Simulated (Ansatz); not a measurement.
**B3LYP/6-31G(d) (spherical functions) run of CClF3 (SMILES FC(F)(F)Cl)**

Aim: the electronic atomisation energy of CClF3 at B3LYP/6-31G* (spherical functions), from 4 runs. 

The calculation is run with Ansatz 0.2.0.

**1. The molecule**

The species is CClF3 (5 atoms), meant as a singlet with charge 0. As SMILES, `FC(F)(F)Cl`. The coordinates come from a PBE0-D4/def2-TZVP relaxation.

Bond lengths: F1–C2 1.322 Å, C2–F3 1.322 Å, C2–F4 1.322 Å, C2–Cl5 1.756 Å. Angles: F1–C2–F3 108.7°, F1–C2–F4 108.7°, F1–C2–Cl5 110.2°, F3–C2–F4 108.7°, F3–C2–Cl5 110.2°, F4–C2–Cl5 110.2°.

**2. A single-point energy at B3LYP/6-31G(d) (spherical functions)**

File in.yaml:

```yaml
crystal:
  periodic: [false, false, false]
  atoms:
    - symbol: F
      position_ang: [0.213700, 0.019100, 1.326100]
    - symbol: C
      position_ang: [-0.002200, -0.082500, 0.026100]
    - symbol: F
      position_ang: [-1.249600, -0.474600, -0.167100]
    - symbol: F
      position_ang: [0.811700, -0.999000, -0.468500]
    - symbol: Cl
      position_ang: [0.276300, 1.463300, -0.758000]
basis:
  gaussian: {orbitals: 6-31G_st_-spherical.json}
hamiltonian: {xc: {name: B3LYP}}
accuracy: high
output: {orbitals: {seedname: orbitals}}
```

The basis set 6-31G* is read from a file made from the Basis Set Exchange's data (not shown).

Command:

```bash
$ ansatz run in.yaml --threads 1 --pin off --max-ram 3480MiB --events-out events.jsonl --progress --plain --runs-dir runs
```

Log:

```text
Warning: RAYON_NUM_THREADS=1 ignored (pool sized by the plan → 1); use --threads N
Functional definition: B3LYP
  name "B3LYP"
  parameter a0 = 0.2
  parameter ax = 0.72
  parameter ac = 0.81
  exchange = (1 - a0 - ax)*slater_x + ax*b88_x + a0*exact_x
  correlation = (1 - ac)*vwn_rpa_c + ac*lyp_c
1621 factors; integrals over basis functions are off by at most 3.6e-9 eV
mean field evaluation 1: about -21706.8365 eV, gradient 4.1e1 eV
mean field evaluation 2: about -21703.4364 eV, gradient 6.4e1 eV
mean field evaluation 4: about -21709.3446 eV, gradient 7.6e-1 eV
mean field evaluation 8: about -21709.4986 eV, gradient 1.2e-1 eV
mean field evaluation 16: about -21709.4987 eV, gradient 8.2e-7 eV
mean field -21709.49867425 eV, -797.8093610520 hartree, gradient 1.2e-8 eV, S^2 0.000000; 0 other end points of the search recorded, 0 dependent functions left out
reference -21709.49869948 eV, -797.8093619791 hartree; 25, 25 occupied and 49, 49 virtual orbitals, 1621 factors
Total energy: -21709.49869948 eV, -797.8093619791 hartree
```

It took 6.9 s on 1 thread of Arm Neoverse V1, shared host; peak memory 0.22 GiB.

**3. The C atom, same level**

File input.yaml:

```yaml
crystal:
  periodic: [false, false, false]
  atoms:
    - {symbol: C, position_ang: [0.000000, 0.000000, 0.000000]}
basis:
  gaussian: {orbitals: 6-31G_st_-spherical.json}
magnetization: {spin_polarized: true, initial_magnetization: 2}
hamiltonian: {xc: {name: B3LYP}}
accuracy: high
```

The basis set 6-31G* is read from a file made from the Basis Set Exchange's data (not shown).

Run the same way, it converges to -37.84469 Eh (log not shown).

**4. The Cl atom**

File run.yaml:

```yaml
crystal:
  periodic: [false, false, false]
  atoms:
    - {symbol: Cl, position_ang: [0.000000, 0.000000, 0.000000]}
basis:
  gaussian: {orbitals: 6-31G_st_-spherical.json}
accuracy: high
hamiltonian: {xc: {name: B3LYP}}
magnetization: {spin_polarized: true, initial_magnetization: 1}
```

The basis set 6-31G* is read from a file made from the Basis Set Exchange's data (not shown).

Run the same way, it converges to -460.13279 Eh (log not shown).

**5. The F atom, same level**

File job.yaml:

```yaml
crystal:
  periodic: [false, false, false]
  atoms:
    - {symbol: F, position_ang: [0.000000, 0.000000, 0.000000]}
basis:
  gaussian:
    orbitals: 6-31G_st_-spherical.json
magnetization:
  spin_polarized: true
  initial_magnetization: 1
hamiltonian:
  xc: {name: B3LYP}
accuracy: high
```

The basis set 6-31G* is read from a file made from the Basis Set Exchange's data (not shown).

Run the same way, it converges to -99.71458 Eh (log not shown).

**6. Outcome**

Level: B3LYP/6-31G* (spherical functions).

| quantity | value |
| --- | --- |
| molecule: total energy | -797.80936 Eh |
| molecule: HOMO energy | -9.49 eV |
| molecule: LUMO energy | 0.12 eV |
| molecule: HOMO–LUMO gap | 9.62 eV |
| C atom: total energy | -37.84469 Eh |
| C atom: ⟨S²⟩ | 2.002 |
| Cl atom: total energy | -460.13279 Eh |
| Cl atom: ⟨S²⟩ | 0.752 |
| F atom: total energy | -99.71458 Eh |
| F atom: ⟨S²⟩ | 0.751 |
| electronic atomisation energy | 18.725 eV |

**Reading.** Taking the molecule apart into free atoms costs 18.73 eV (432 kcal/mol), before zero-point energy and without spin-orbit coupling.
